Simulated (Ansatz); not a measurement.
# W: from the start to rest

Aim: in W, a known structure type filled with other elements, at an estimated volume, relax cell and atoms, then read levels, charges and fields where it ends.

Method: DFT, r2SCAN, no spin polarisation, plane waves, PAW, in Ansatz 0.2.0.

Symmetry: R-3m, No. 166, trigonal system. Conventional cell: a = 3.589 Å, b = 3.589 Å, c = 9.393 Å, α = 90.00°, β = 90.00°, γ = 120.00°. W (site symmetry 3m) has 6 W at 2.47 to 2.74 Å as nearest neighbours.

Symmetry-reduced, conventional setting; the input below types the cell that was run:

```cif
data_structure
_symmetry_space_group_name_H-M 'R-3m:H'
_symmetry_Int_Tables_number 166
_cell_length_a 3.5887
_cell_length_b 3.5887
_cell_length_c 9.3931
_cell_angle_alpha 90.000
_cell_angle_beta 90.000
_cell_angle_gamma 120.000
_cell_volume 104.77
loop_
_atom_site_label
_atom_site_type_symbol
_atom_site_symmetry_multiplicity
_atom_site_Wyckoff_symbol
_atom_site_fract_x
_atom_site_fract_y
_atom_site_fract_z
_atom_site_occupancy
W1 W 6 c 0.00000 0.00000 0.23800 1
```

It starts from an earlier solution of the starting cell (checkpoint.read).

| quantity | value |
| --- | --- |
| moves | 12 |
| energy gained | 1210.4 meV/atom |
| largest move | 0.15 Å (W) |
| space group (0.01 Å), before / after | R-3m / R-3m |
| cell | a = 2.990 Å, b = 2.990 Å, c = 4.559 Å, α = 70.86°, β = 90.00°, γ = 60.00° |
| volume | 16.33 Å³/atom (-6.5 %) |
| pressure at the end | 0.00 GPa |
| character | metal |
| density of states, mean within 0.25 eV of the Fermi level | 1 per eV per cell |

In words: The volume shrank by 6.5 %, and the largest move of an atom is 0.15 Å apart from the change of the cell; the energy fell by 1210.4 meV per atom. With 12 symmetry operations imposed, the end may be a saddle point towards distortions that break them. It is a metal; within 0.25 eV of the Fermi level the density of states averages 1 per eV per cell, mostly W d (85 %).

Limits of this run: wide smearing.

**Question.** Which input and command would start the first run of this session?

A: The one that was run. It is one of several that fit.

input.yaml

```yaml
crystal:
  lattice:
    - [1.7943718, 3.10794169, 0.0]
    - [-1.7943718, 3.10794169, 0.0]
    - [-1.7943718, 1.03597823, 3.13102268]
  atoms:
    - { symbol: W, position: [0.238, 0.524, 0.714] }
    - { symbol: W, position: [0.762, 0.476, 0.286] }
  symmetry: { tolerance: 0.0003 }
kpoints:
  mp_grid: { grid: [9, 9, 9], shift: [0, 0, 0] }
magnetization:
  spin_polarized: false
scf:
  occupations: { method: gaussian, width: 0.2579 }
  lower_state_search: "off"
hamiltonian:
  pseudopotentials: { kind: paw }
  xc: r2scan
basis:
  ecutwfc: 500
  fft_grid_basis: typed
relax:
  max_steps: 40
  cell: { p_target: 0.0 }
  f_tol: 0.03
output:
  forces: true
  stress: true
  eigenvalues: true
  bader: true
  populations: true
  elf: true
  write_potential: true
  volumetric_format: npy
  dos:
    e_range: [-12, 8]
    de: 0.05
    projected: { site_lists: { W: [W] } }
  write_density: true
checkpoint:
  read: saved_state
```

The run is started by

```console
$ ansatz run input.yaml --threads 2 --pin off --max-ram 2560MiB --backend cpu --events-out ev --progress --plain --runs-dir out
```
